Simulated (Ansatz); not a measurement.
BiS:

```
Bi S
1.0
     2.10927    1.21779    3.50049
    -2.10927    1.21779    3.50049
     0.00000   -2.43558    3.50049
Bi S
1 1
Cartesian
  0.0000 0.0000 0.0000
  0.0000 0.0000 5.2507
```

The cell was built by a generator and needn't be a form met in nature.

- Program: Ansatz 0.2.0
- Task: relaxation of cell and atoms
- Functional: HSE06
- Potentials or basis: Ansatz PAW
- Cutoff: 420 eV (not typed: the program's choice for these potentials)
- k mesh: 4 × 4 × 4
- Occupations: fermi-dirac, width 0.05 eV
- Spin: no spin polarisation

At the start: volume 26.97 Å³/atom.

Q: How do energy, volume and symmetry change on relaxing?

A: It ends after 5 steps and the volume is 25.61 Å³/atom (-5.1 %); space group R-3m (No. 166, to 0.05 Å).

The path:
| step | energy change (eV) | largest force (eV/Å) | volume (Å³) |
| --- | --- | --- | --- |
| 1 | 0.0000 | 0.0000 | 53.95 |
| 2 | -0.0101 | 0.0000 | 49.14 |
| 3 | -0.0299 | 0.0000 | 51.40 |
| 4 | -0.0301 | 0.0000 | 51.22 |
| 5 | -0.0297 | 0.0000 | 51.22 |

Final structure:
```cif
data_structure
_symmetry_space_group_name_H-M 'P 1'
_symmetry_Int_Tables_number 1
_cell_length_a 4.1955
_cell_length_b 4.1955
_cell_length_c 4.1955
_cell_angle_alpha 59.162
_cell_angle_beta 59.162
_cell_angle_gamma 59.162
_cell_volume 51.22
loop_
_atom_site_label
_atom_site_type_symbol
_atom_site_fract_x
_atom_site_fract_y
_atom_site_fract_z
_atom_site_occupancy
Bi1 Bi 0.00000 0.00000 0.00000 1
S1 S 0.50000 0.50000 0.50000 1
```

Caveat: the k mesh is coarse (spacing up to 0.46 Å⁻¹), so the values aren't converged, least of all with exact exchange; the plane-wave basis is chosen anew once the cell has moved, so the energies of steps on either side of that aren't comparable; the PAW data sets come from PBE, with cores solved anew for the run's functional, which leaves a small shift of forces and pressure.
